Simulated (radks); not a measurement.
# Rb in [Kr] 5s1: an all-electron calculation

The task here is to estimate one member of a computed series from the others.

Method: scalar-relativistic Kohn-Sham, PBE, spin-unpolarised, spherical densities, finite nucleus. Code: radks (a radial shooting solver on a logarithmic mesh, Libxc functionals) version 1.

**The atom as given**

| Property | Result |
| --- | --- |
| element | rubidium (Z = 37) |
| charge | 0 |
| electrons | 37 |
| configuration | [Kr] 5s1 |
| nuclear rms radius | 4.2036 fm |

The outer shells:

Rb
```
[Kr] core
5s [↑ ]
```

The first run:

Settings of this run:

```text
Z 37
configuration [Kr] 5s1 4d0 5p0 6s0 4f0
relativity scalar-relativistic
functional pbe,pbe
spin unpolarised
nucleus finite rms 4.2036 fm
c 137.035999084
```

One table of the session follows, with a row left open; its other results are not shown here.

It belongs to the step «Orbitals and density». From the orbitals of this run (lengths in bohr):

| level | <r> | outermost maximum (interpolated) | 90 % within | nodes |
| --- | --- | --- | --- | --- |
| 1s | 0.04029 | 0.0263 | 0.0721 | 0 |
| 2s | 0.1778 | 0.150 | 0.275 | 1 |
| 2p | 0.1551 | 0.120 | 0.253 | 0 |
| 3s | 0.5106 | 0.451 | 0.758 | 2 |
| 3p | 0.5188 | 0.446 | 0.789 | 1 |
| 3d | 0.5253 | 0.393 | 0.856 | 0 |
| 4s | ? | ? | ? | ? |
| 4p | 1.726 | 1.43 | 2.62 | 2 |
| 5s | 5.246 | 4.37 | 7.91 | 4 |
| 5p | 7.604 | 6.17 | 11.6 | 3 |

**Question.** Estimate the row for 4s.

**Answer.** <r>: 1.456; outermost maximum (interpolated): 1.26; 90 % within: 2.15; nodes: 3. In the column «<r>» it lies between 3d (0.5253) and 4p (1.726).

Caveats from the session: Spin polarisation and multiplet splitting are left out.
